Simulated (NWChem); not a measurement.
# CaH (SMILES [CaH]) at UB3LYP/def2-TZVPP

What is the energy change on altering one bond length of CaH at UB3LYP/def2-TZVPP? 

Program for the calculation: NWChem 7.3.0.

9 further runs of the same task are left out: 9 set aside as unsound or not needed. Runs told in other sessions of the task aren't counted.

## (1) The system as given

CaH: 2 atoms, total charge 0, spin state doublet. As SMILES, `[CaH]`. The coordinates come from a PBE0-D4/def2-TZVP relaxation.

Bond lengths: Ca1–H2 1.990 Å.

## (2) Energy and gradient at UB3LYP/def2-TZVPP

The input, run.py:

```python
from ase import Atoms
from ase.calculators.nwchem import NWChem

system = Atoms(['Ca', 'H'], positions=[
    [0.000000, 0.000000, 0.020040],
    [-0.000000, -0.000000, 2.009840],
])

calc = NWChem(
    label='cah',
    theory='dft',
    memory='2200 mb',
    basis='def2-TZVPP',
    basispar='spherical bse',
    dft={'xc': 'b3lyp', 'mult': '2', 'grid': 'xfine', 'convergence': 'energy 1e-08', 'iterations': '100', 'mulliken': None},
)
system.calc = calc

forces = system.get_forces()
e = system.get_potential_energy()
print(f"E = {e:.6f} eV")
print("forces (eV/A):")
for s, f in zip(system.symbols, forces):
    print(f"{s:2s} {f[0]:10.5f} {f[1]:10.5f} {f[2]:10.5f}")
```

Started as:

```bash
export ASE_NWCHEM_COMMAND="nwchem PREFIX.nwi > PREFIX.nwo"
python run.py
```

Standard output:

```text
E = -18453.404759 eV
forces (eV/A):
Ca   -0.00000   -0.00000   -0.02160
H     0.00000    0.00000    0.02160
```

The calculator wrote cah.nwi:

```
title "cah"

permanent_dir cah

scratch_dir cah

start cah

geometry units angstrom nocenter noautosym noautoz
  Ca 0.0000000000000000e+00 0.0000000000000000e+00 2.0039999999999999e-02
  H  -0.0000000000000000e+00 -0.0000000000000000e+00 2.0098400000000001e+00
end

memory 2200 mb

basis spherical bse noprint
   * library def2-TZVPP
end

dft
  xc b3lyp
  mult 2
  grid xfine
  convergence energy 1e-08
  iterations 100
  mulliken
end

task dft gradient
```

cah.nwo, shortened:

```text
[...]
          Wavefunction type:  spin polarized.
          No. of atoms     :     2
          No. of electrons :    21
[...]
          Charge           :     0
          Spin multiplicity:     2
[...]
          AO basis - number of functions:    50
[...]
              XC Information
              --------------
                         B3LYP Method XC Potential
                     Hartree-Fock (Exact) Exchange  0.200
                        Slater Exchange Functional  0.800 local
                    Becke 1988 Exchange Functional  0.720 non-local
              Lee-Yang-Parr Correlation Functional  0.810
                  VWN I RPA Correlation Functional  0.190 local
[...]
 d= 0,ls=0.0,diis     1   -678.1295496401 -6.83D+02  1.17D-02  3.99D-02     0.6
[...]
 d= 0,ls=0.0,diis    10   -678.1501222411 -2.58D-09  9.37D-07  3.46D-10     5.1
[...]
         Total DFT energy =     -678.150122241052
      One electron energy =     -938.491089265299
           Coulomb energy =      291.485442943890
    Exchange-Corr. energy =      -36.463374793899
 Nuclear repulsion energy =        5.318898874256
[...]
      Total Density - Mulliken Population Analysis
     ---------------------------------------------
    Atom       Charge   Shell Charges
 -----------   ------   -------------------------------------------------------
    1 Ca  20    19.65   2.00  2.00  1.19  0.78  0.74  0.36  5.98  4.72  1.28  0.25  0.10  0.04  0.12  0.09
    2 H    1     1.35   0.22  0.59  0.52  0.00  0.01  0.00
[...]
      <S2> =      0.7515 (Exact =     0.7500)
[...]
  wavefunction    = open shell
                         DFT ENERGY GRADIENTS
    atom               coordinates                        gradient
                 x          y          z           x          y          z
   1 Ca      0.000000   0.000000   0.037870    0.000000   0.000000   0.000420
   2 H       0.000000   0.000000   3.798047   -0.000000  -0.000000  -0.000420
[...]
```

Run time: 6.9 s. Hardware: 1 thread of Intel Xeon 6975P-C (Granite Rapids), shared host; peak memory 0.12 GiB.

## (3) The distorted shape: the energy at UB3LYP/def2-TZVPP

The input, cah.xyz:

```xyz
2
CaH
Ca     0.000000     0.000000    -0.974860
H      0.000000     0.000000     2.009840
```

The input, run.py:

```python
from ase.io import read
from ase.calculators.nwchem import NWChem

mol = read('cah.xyz')

calc = NWChem(
    label='cah',
    theory='dft',
    memory='2200 mb',
    basis='def2-TZVPP',
    basispar='spherical bse',
    dft={'xc': 'b3lyp', 'mult': '2', 'grid': 'xfine', 'convergence': 'energy 1e-08', 'iterations': '100', 'mulliken': None},
    task='energy',
)
mol.calc = calc

e = mol.get_potential_energy()
print(f"E = {e:.6f} eV")
```

Started as:

```bash
export ASE_NWCHEM_COMMAND="nwchem PREFIX.nwi > PREFIX.nwo"
python run.py
```

Standard output:

```text
E = -18452.296181 eV
```

The calculator wrote cah.nwi:

```
title "cah"

permanent_dir cah

scratch_dir cah

start cah

geometry units angstrom nocenter noautosym noautoz
  Ca 0.0000000000000000e+00 0.0000000000000000e+00 -9.7485999999999995e-01
  H  0.0000000000000000e+00 0.0000000000000000e+00 2.0098400000000001e+00
end

memory 2200 mb

basis spherical bse noprint
   * library def2-TZVPP
end

dft
  xc b3lyp
  mult 2
  grid xfine
  convergence energy 1e-08
  iterations 100
  mulliken
end

task dft energy
```

cah.nwo, shortened:

```text
[...]
          Wavefunction type:  spin polarized.
          No. of atoms     :     2
          No. of electrons :    21
[...]
          Charge           :     0
          Spin multiplicity:     2
[...]
          AO basis - number of functions:    50
[...]
              XC Information
              --------------
                         B3LYP Method XC Potential
                     Hartree-Fock (Exact) Exchange  0.200
                        Slater Exchange Functional  0.800 local
                    Becke 1988 Exchange Functional  0.720 non-local
              Lee-Yang-Parr Correlation Functional  0.810
                  VWN I RPA Correlation Functional  0.190 local
[...]
 d= 0,ls=0.0,diis     1   -678.0889506964 -6.82D+02  1.19D-02  3.65D-02     0.6
[...]
 d= 0,ls=0.0,diis    11   -678.1093827503 -8.67D-09  1.05D-06  8.59D-10     5.1
[...]
         Total DFT energy =     -678.109382750274
      One electron energy =     -934.044351854538
           Coulomb energy =      288.755502635133
    Exchange-Corr. energy =      -36.366466113706
 Nuclear repulsion energy =        3.545932582837
[...]
      Total Density - Mulliken Population Analysis
     ---------------------------------------------
    Atom       Charge   Shell Charges
 -----------   ------   -------------------------------------------------------
    1 Ca  20    19.71   2.00  2.00  1.20  0.77  1.03  0.43  5.98  4.73  1.26  0.16  0.08  0.01  0.02  0.05
    2 H    1     1.29   0.19  0.47  0.62 -0.00  0.00  0.00
[...]
      <S2> =      0.7779 (Exact =     0.7500)
[...]
```

Wall time 6 s (1 thread of Intel Xeon 6975P-C (Granite Rapids), shared host); peak memory 0.12 GiB.

## (4) Summary of results

Level: UB3LYP/def2-TZVPP.

```
                                                          quantity          value
                                         first shape: total energy  -678.15012 Eh
                                        first shape: dipole moment         2.68 D
                   first shape: HOMO energy (highest over α and β)       -3.91 eV
                    first shape: LUMO energy (lowest over α and β)       -2.24 eV
                                                 first shape: ⟨S²⟩          0.751
                             first shape: largest force on an atom     0.022 eV/Å
                                     distorted shape: total energy  -678.10938 Eh
                                    distorted shape: dipole moment         4.38 D
               distorted shape: HOMO energy (highest over α and β)       -4.52 eV
                distorted shape: LUMO energy (lowest over α and β)       -2.80 eV
                                             distorted shape: ⟨S²⟩          0.778
energy change with the Ca1–H2 bond stretched from 1.990 to 2.985 Å       1.109 eV
```

**Reading.** With the Ca1–H2 bond stretched from 1.990 to 2.985 Å the energy rises by 1.11 eV (107 kJ/mol).
